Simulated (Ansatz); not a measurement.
# C₂H₇NSi₂: small, medium and large basis sets

Aim: see how fast density functionals converge with the basis set for C₂H₇NSi₂.

Computed with Ansatz 0.2.0, Gaussian basis. Level: one geometry, several basis sets.

Levels to be run: PBE0-D4/def2-SVP; ωB97M-V/def2-SVP; PBE0-D4/def2-QZVPP; ωB97M-V/def2-QZVPP; the functionals' def2-TZVPP values are taken from earlier runs.

### Step 1. The geometry

All runs share one geometry, relaxed beforehand with PBE0-D4 in a triple-zeta def2 set.

SMILES `NC#C[SiH2][SiH3]`, 12 atoms, charge 0, spin multiplicity 1.

Atoms are counted from 1 here; the program's logs count them from 0.

Bond lengths: N1–C2 1.333 Å, N1–H6 1.008 Å, N1–H7 1.008 Å, C2–C3 1.214 Å, C3–Si4 1.804 Å, Si4–Si5 2.341 Å, Si4–H8 1.489 Å, Si4–H9 1.489 Å, Si5–H10 1.488 Å, Si5–H11 1.488 Å, Si5–H12 1.489 Å. Angles: C2–N1–H6 116.5°, C2–N1–H7 116.5°, H6–N1–H7 113.7°, N1–C2–C3 177.5°, C2–C3–Si4 177.2°, C3–Si4–Si5 108.1°, C3–Si4–H8 111.0°, C3–Si4–H9 111.0°, Si5–Si4–H8 109.5°, Si5–Si4–H9 109.6°, H8–Si4–H9 107.5°, Si4–Si5–H10 110.4°, Si4–Si5–H11 110.3°, Si4–Si5–H12 110.6°, H10–Si5–H11 108.5°, H10–Si5–H12 108.5°, H11–Si5–H12 108.4°.

### Step 2. PBE0-D4 in def2-SVP

The input, in.yaml:

```yaml
crystal:
  periodic: [false, false, false]
  atoms:
    - {symbol: N, position_ang: [-0.903596, 3.060089, 0.427941]}
    - {symbol: C, position_ang: [-0.780168, 1.733104, 0.463183]}
    - {symbol: C, position_ang: [-0.639491, 0.530111, 0.539472]}
    - {symbol: Si, position_ang: [-0.366459, -1.252352, 0.591646]}
    - {symbol: Si, position_ang: [1.380688, -1.765653, -0.879081]}
    - {symbol: H, position_ang: [-1.783417, 3.438714, 0.742836]}
    - {symbol: H, position_ang: [-0.530462, 3.525830, -0.384666]}
    - {symbol: H, position_ang: [-1.593631, -1.991280, 0.184411]}
    - {symbol: H, position_ang: [-0.010192, -1.697611, 1.967115]}
    - {symbol: H, position_ang: [2.624787, -1.058275, -0.472189]}
    - {symbol: H, position_ang: [1.029670, -1.347504, -2.263465]}
    - {symbol: H, position_ang: [1.649272, -3.230376, -0.883404]}
basis:
  gaussian: {orbitals: def2-SVP}
hamiltonian: {xc: pbe0, dispersion: d4}
output: {orbitals: {seedname: orbitals}}
```

The runs that follow: ωB97M-V in def2-SVP; PBE0-D4 in def2-QZVPP; ωB97M-V in def2-QZVPP.

Q: Predict the results of all the runs planned. Wanted: PBE0-D4: double and triple zeta above quadruple; ωB97M-V: double and triple zeta above quadruple.

As calculated:

| quantity | value |
| --- | --- |
| PBE0-D4: double and triple zeta above quadruple | 10.37, 0.73 eV |
| ωB97M-V: double and triple zeta above quadruple | 10.54, 0.68 eV |

For PBE0-D4 the step from double to triple zeta gains 9.64 eV and the next only 0.73 eV. These are total energies; as a rule much of such shifts cancels in differences, which this series doesn't test. The LUMO of ωB97M-V is positive and keeps falling with the basis (2.15 to 1.19 eV): an unbound level that the basis holds in place.
